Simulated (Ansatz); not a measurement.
Working through a rigid torsion scan of BH5OSSi, SMILES BO[SiH2]S

Computed with Ansatz 0.2.0 through its Python package.

At the Python prompt:
```pycon
>>> import ansatz as az
>>> from ase import Atoms
>>> BASIS = "cc-pVDZ"
>>> XC = "r2scan0"
>>> FORCE_TOL = 0.02
>>> atoms = Atoms(["B", "O", "Si", "S", "H", "H", "H", "H", "H"], positions=[
...     [-0.4735, 1.4966, 0.7481],
...     [-0.8139, 0.5538, -0.3056],
...     [0.2236, -0.7564, -0.0147],
...     [0.012, -2.27, -1.4826],
...     [-1.1289, 1.5212, 1.7316],
...     [0.2763, 2.4072, 0.5417],
...     [1.6817, -0.3027, -0.0758],
...     [0.0323, -1.3088, 1.3251],
...     [0.2789, -1.3871, -2.4848],
... ])
>>> # relax first, so that the scan starts from a minimum
>>> first = az.Crystal.molecule_from_ase(atoms).calculation()
>>> first = first.basis(gaussian=BASIS)
>>> first = first.functional(XC)
>>> first = first.relax(force_tolerance=FORCE_TOL, max_steps=80)
>>> atoms.positions = first.run().report["positions_ang"]
>>> start = atoms.get_dihedral(2, 1, 0, 4)
>>> energies = {}
>>> for turn in range(0, 360, 30):
...     turned = atoms.copy()
...     turned.set_dihedral(2, 1, 0, 4, start + turn, indices=[0, 4, 5])
...     setup = (
...         az.Crystal.molecule_from_ase(turned).calculation()
...         .basis(gaussian=BASIS)
...         .functional(XC)
...     )
...     energies[round((start + turn) % 360)] = setup.run().report["free_energy_ev"]
...
>>> floor = min(energies.values())
>>> print("dihedral Si2-O1-B0-H4 (deg)   E - E(min) (kcal/mol)")
dihedral Si2-O1-B0-H4 (deg)   E - E(min) (kcal/mol)
>>> for angle, e in sorted(energies.items()):
...     print(f"{angle:8d} {23.060548 * (e - floor):14.3f}  " + "#" * int(30 * (e - floor) / max(max(energies.values()) - floor, 1e-9)))
...
       3          0.000
      33          1.604  #######
      63          4.905  ######################
      93          6.566  ##############################
     123          4.899  ######################
     153          1.769  ########
     183          0.240  #
     213          1.793  ########
     243          5.001  ######################
     273          6.541  #############################
     303          4.755  #####################
     333          1.542  #######
```

The scan is rigid and the energies are electronic, in a modest basis. With rigid groups the curve can differ much from the relaxed path, the start wasn't checked as a minimum of this torsion, and equivalent turns needn't return to the same energy. The whole script took 3.2 min on 1 thread of Arm Neoverse V2 (shared host), peak memory 0.27 GiB.
